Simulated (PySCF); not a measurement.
# CH6ClGeP: the cost of one run

The runs use PySCF 2.14.0, with density-fitted response routines of our own; the level of theory stands in each step. All values are computed, except where a source is named. Atoms count from 0, in the outputs and in this text.

## Step 1: The molecule as given

10 atoms, charge 0, multiplicity 1; geometry from: GFN2-xTB.

Bonds of the start (Å): C0–Ge1 2.00, Ge1–P2 2.33, Ge1–Cl3 2.12, C0–H4 1.09, C0–H5 1.09, C0–H6 1.09, Ge1–H7 1.54, P2–H8 1.39, P2–H9 1.39.

## Step 2: Geometry optimisation at PBE0-D3(BJ)/def2-SVP

Job settings and geometry (Å):

```
{"job": {"xc": "PBE0", "basis": "def2-SVP", "d3": "d3bj", "grid": 1, "kind": "geom"}, "charge": 0, "multiplicity": 1}
C     -1.132817    -0.896233     0.049867
Ge    -0.097705     0.807385     0.202155
P      2.208141     0.678085    -0.083698
Cl    -0.888113     2.122673    -1.264484
H     -0.816580    -1.610334     0.804317
H     -0.985606    -1.337755    -0.932624
H     -2.191320    -0.695133     0.181176
H     -0.438182     1.468676     1.545015
H      2.289514    -0.454153     0.716066
H      2.061549    -0.078558    -1.240318
```

Run with:

```bash
$ OMP_NUM_THREADS=1 python probes_run.py task.json out
```

The driver reads the jobs from task.json and runs them one after another.

**Question.** How long does this first job take on 1 thread of Intel Xeon Platinum 8259CL at 2.50GHz, shared host, and how much memory does it need?

About 34 s, with a peak of 0.49 GiB.
